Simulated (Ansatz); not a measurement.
Run this with Ansatz 0.2.0, Python API and show what comes out.

`sbpt_phonons.py`:
```python
'''Lattice dynamics of SbPt in a supercell.'''

from pathlib import Path

import ansatz
import numpy as np

config = {
    'functional': 'PBEsol',
    'smearing': 'cold',
    'width_ev': 0.3,
    'beta': 0.2,
    'max_scf': 60,
    'kmesh': (8, 8, 5),
}

vectors = np.array([
    [4.12, 0.0, 0.0],
    [-2.06, 3.568025, 0.0],
    [0.0, 0.0, 5.47],
])
xtal = (
    ansatz.Lattice.of(vectors)
    .atom('Sb', [1 / 3, 2 / 3, 0.25])
    .atom('Sb', [2 / 3, 1 / 3, 0.75])
    .atom('Pt', [0.0, 0.0, 0.0])
    .atom('Pt', [0.0, 0.0, 0.5])
)

# the cell itself: zone-centre modes alone
setup = (
    xtal.calculation()
    .functional(config['functional'])
    .occupations(config['smearing'], width=config['width_ev'])
    .mixing('anderson', ndim=6, beta=config['beta'])
    .initial_density(normalization='cell')
    .scf(max_iterations=config['max_scf'])
    .kpoints(*config['kmesh'])
    .phonons('fd', supercell=1)
)
res = setup.run(threads=1, backend='cpu', runs_dir='out')
folder = Path(res.output_folder) / 'results'
ph = res.phonons

print('modes at Gamma (1/cm):', np.round(ph.gamma_omega_inv_cm, 1) + 0.0)
print(f'{ph.n_members} displaced supercells, sum-rule residual {ph.asr_residual_pre_ev_ang2:.1e} eV/A^2')
optical = np.sort(ph.gamma_omega_inv_cm)
print('imaginary modes at Gamma:', int((optical < -10).sum()), '- highest mode', round(float(optical[-1]), 1), '1/cm')
```

```console
$ python sbpt_phonons.py
DeckWarning: basis.ecutwfc = 420 eV, auto-derived from the records' recommended cutoffs: set by Sb (normal level)
modes at Gamma (1/cm): [  0.    0.    0.   61.   61.  113.9 142.9 142.9 143.5 157.2 157.2 190.6]
3 displaced supercells, sum-rule residual 4.7e-04 eV/A^2
imaginary modes at Gamma: 0 - highest mode 190.6 1/cm
```
(Warnings from the package without file and line.)

Caveats:
- These settings explore the input space; cutoff and mesh may be short of convergence.
- The cell isn't relaxed first, so the values belong to this volume.
- For a metal this k-point mesh is coarse: on a finer one energies can move by several to tens of meV an atom and pressures by half a GPa or more, differences at one mesh by less.
- Spin-orbit coupling, which matters for elements this heavy, is left out.
- The structure is a deposited one; some such entries were measured under pressure or heat, so a shift against it needn't be the functional's error alone.
- The structure is taken as given and the supercell is small; imaginary modes can come from an unrelaxed or unstable start. Phonons of metals also depend on mesh and smearing.
- Run time: 88 s on 1 thread of Arm Neoverse V1 (shared host), peak memory 0.58 GiB.
